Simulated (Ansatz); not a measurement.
**C2H10AlNSi: a ladder of functionals and wavefunction methods**

Aim: compute C2H10AlNSi with functionals from several rungs and with coupled cluster. The yardstick is the atomisation energy at the CCSD(T) limit.

Program: Ansatz 0.2.0, Gaussian basis. Level of theory: functionals in def2-TZVPP, the program's frozen cores in correlated methods. These are calculated values, not measurements.

The runs, in order: PBE-D4, r2SCAN-D4, PBE0-D4, B3LYP-D4, ωB97X-V, ωB97M-V, B2PLYP; CCSD(T)/def2-TZVPP; MP2/def2-QZVPP; extrapolation to the limit.

## (1) Structure used throughout

All runs share one geometry, relaxed beforehand with PBE0-D4 in a triple-zeta def2 set.

SMILES `C[SiH2][N](C)[AlH2]`, 15 atoms, charge 0, spin multiplicity 1.

Atoms are counted from 1 here; the program's logs count them from 0.

Bond lengths: C1–Si2 1.869 Å, C1–H6 1.093 Å, C1–H7 1.093 Å, C1–H8 1.093 Å, Si2–N3 1.733 Å, Si2–H9 1.488 Å, Si2–H10 1.494 Å, N3–C4 1.462 Å, N3–Al5 1.783 Å, C4–H11 1.096 Å, C4–H12 1.097 Å, C4–H13 1.094 Å, Al5–H14 1.586 Å, Al5–H15 1.581 Å. Angles: Si2–C1–H6 110.2°, Si2–C1–H7 111.5°, Si2–C1–H8 111.1°, H6–C1–H7 107.6°, H6–C1–H8 108.1°, H7–C1–H8 108.2°, C1–Si2–N3 113.0°, C1–Si2–H9 110.2°, C1–Si2–H10 108.0°, N3–Si2–H9 107.0°, N3–Si2–H10 109.5°, H9–Si2–H10 109.1°, Si2–N3–C4 115.8°, Si2–N3–Al5 123.8°, C4–N3–Al5 120.4°, N3–C4–H11 112.0°, N3–C4–H12 111.6°, N3–C4–H13 111.0° and more.

## (2) PBE-D4 (GGA)

File in.yaml:

```yaml
crystal:
  periodic: [false, false, false]
  atoms:
    - {symbol: C, position_ang: [-1.446319, 1.097511, 1.290583]}
    - {symbol: Si, position_ang: [0.286908, 0.975517, 0.602822]}
    - {symbol: N, position_ang: [0.486621, -0.350289, -0.495466]}
    - {symbol: C, position_ang: [0.292823, -1.682424, 0.074766]}
    - {symbol: Al, position_ang: [0.940263, -0.158200, -2.208660]}
    - {symbol: H, position_ang: [-1.521825, 1.947153, 1.974795]}
    - {symbol: H, position_ang: [-1.719154, 0.198652, 1.849047]}
    - {symbol: H, position_ang: [-2.177587, 1.238607, 0.491027]}
    - {symbol: H, position_ang: [0.633351, 2.215191, -0.142751]}
    - {symbol: H, position_ang: [1.229874, 0.817311, 1.751359]}
    - {symbol: H, position_ang: [-0.737882, -1.837020, 0.414361]}
    - {symbol: H, position_ang: [0.951989, -1.852726, 0.934778]}
    - {symbol: H, position_ang: [0.510072, -2.460352, -0.662555]}
    - {symbol: H, position_ang: [1.122418, -1.494760, -3.042232]}
    - {symbol: H, position_ang: [1.126645, 1.294928, -2.802473]}
basis:
  gaussian: {orbitals: def2-TZVPP}
hamiltonian: {xc: pbe, dispersion: d4}
output: {forces: true, orbitals: {seedname: orbitals}}
```

Run with:

```console
$ ansatz run in.yaml --threads 4 --pin off --events-out ev --progress --plain --max-ram 10444MiB
```

After this run come: r2SCAN-D4 (meta-GGA); PBE0-D4 (hybrid); B3LYP-D4 (hybrid); ωB97X-V (range-separated); ωB97M-V (range-separated); B2PLYP (double hybrid); CCSD(T) in def2-TZVPP; MP2 in def2-QZVPP.

Q: Predict the results of all the runs planned. Wanted: atomisation energy, CCSD(T)/CBS; farthest; mean size of error, hybrid; mean size of error, range-separated; gap, smallest and largest; T1 diagnostic; triples share of the correlation energy.

**Answer**, as computed:

```
                               quantity                                          value
        atomisation energy, CCSD(T)/CBS                                  5167.9 kJ/mol
 functionals within 25.8 kJ/mol (0.5 %)  PBE-D4, r2SCAN-D4, B3LYP-D4, ωB97X-V, ωB97M-V
                               farthest                          B2PLYP (-62.1 kJ/mol)
             mean size of error, hybrid                                    17.5 kJ/mol
    mean size of error, range-separated                                    16.1 kJ/mol
              gap, smallest and largest           4.23 eV (PBE-D4), 10.41 eV (ωB97X-V)
                          T1 diagnostic                                         0.0115
triples share of the correlation energy                                          3.6 %
```

What this shows: PBE-D4 misses by +14.1 kJ/mol. Double hybrids carry the basis error of their MP2 part in triple zeta, and no dispersion term here, so their miss is partly the set-up's. Misses under about 25.8 kJ/mol are within the doubt on the reference itself, which lacks core-valence correlation, relativity and higher excitations. Hartree-Fock recovers 75 % of the binding; the rest is correlation. Orbital gaps span 4.2 to 10.4 eV; exact exchange widens them.
